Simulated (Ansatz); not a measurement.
# C3H6Se: the cost of one run

Computed with Ansatz 0.2.0 through its Python package. Level of theory: PBE0/def2-SVP.

## (1) Starting point

Bond lengths: C1–C2 1.475 Å, C2–C3 1.446 Å, C2–Se4 1.929 Å, C3–Se4 1.885 Å, C1–H5 1.174 Å, C1–H6 1.102 Å, C1–H7 1.132 Å, C2–H8 1.141 Å, C3–H9 1.165 Å, C3–H10 1.128 Å. Angles (14 of 19 angles, heavy atoms first): C1–C2–C3 113.6°, C1–C2–Se4 115.2°, C3–C2–Se4 66.1°, C2–C3–Se4 69.3°, C2–Se4–C3 44.5°, C1–C2–H8 119.5°, C3–C2–H8 115.0°, Se4–C2–H8 116.1°, C2–C1–H5 108.3°, C2–C1–H6 116.3°, C2–C1–H7 111.9°, C2–C3–H9 117.4°, C2–C3–H10 115.6°, Se4–C3–H9 117.0°.

No structure file is read: the coordinates are typed or built in the script.

## (2) The code

scan_c3h6se.py reads:

```python
# -*- coding: utf-8 -*-
'''Potential curve of C3H6Se along one bond.'''

import ansatz as az
import numpy as np

GEOMETRY = '''
C    -0.70140    0.92580    0.15890
C     0.10670   -0.05930   -0.58350
C     0.84560   -0.96300    0.27050
Se   -0.58230   -1.86140   -0.57130
H    -1.51510    1.35750   -0.56870
H    -1.26500    0.54280    1.02510
H    -0.08390    1.81390    0.49180
H     0.65220    0.26200   -1.53230
H     0.76350   -0.79980    1.42130
H     1.86280   -1.26970   -0.10880
'''


def main():
    geometry = az.Crystal.molecule()
    for line in GEOMETRY.strip().splitlines():
        symbol, *xyz = line.split()
        geometry = geometry.atom(symbol, [float(v) for v in xyz])

    symbols = [site.symbol for site in geometry.cartesian_sites]
    start = np.array([site.position_ang for site in geometry.cartesian_sites])
    axis = (start[7] - start[1]) / np.linalg.norm(start[7] - start[1])
    moving = [7]
    lengths, energies = [1.004, 1.049, 1.095, 1.141, 1.186, 1.232, 1.277, 1.346], []
    for length in lengths:
        xyz = start.copy()
        xyz[moving] += (length - np.linalg.norm(start[7] - start[1])) * axis
        point = az.Crystal.molecule()
        for symbol, place in zip(symbols, xyz):
            point = point.atom(symbol, place.tolist())
        base = (
            point.calculation()
            .basis(gaussian='def2-SVP')  # atom-centred Gaussian functions
            .functional('pbe0')
        )
        summary = base.run(threads=1, pin='off').report
        energies.append(summary['free_energy_ev'])
        print(f'r = {length:6.3f} A  E = {energies[-1]:.5f} eV  <S^2> = {abs(summary["mean_field"]["state"]["spin_squared"]):.3f}')

    # quartic fit about the minimum
    fit = np.polynomial.Polynomial.fit(lengths, np.array(energies) - min(energies), 4).convert()
    roots = [r.real for r in fit.deriv().roots() if abs(r.imag) < 1e-9 and fit.deriv(2)(r.real) > 0]
    r_e = min(roots, key=lambda r: abs(r - lengths[int(np.argmin(energies))]))
    print(f'minimum of the fit at {r_e:.4f} A, force constant {fit.deriv(2)(r_e):.2f} eV/A^2')


if __name__ == '__main__':
    main()
```

## (3) The run

Started as:

```
$ python scan_c3h6se.py
```

**Question.** How long does this script take on 1 thread of Arm Neoverse V2, shared host, and how much memory does it need?

About 26 s, with a peak of 0.28 GiB.
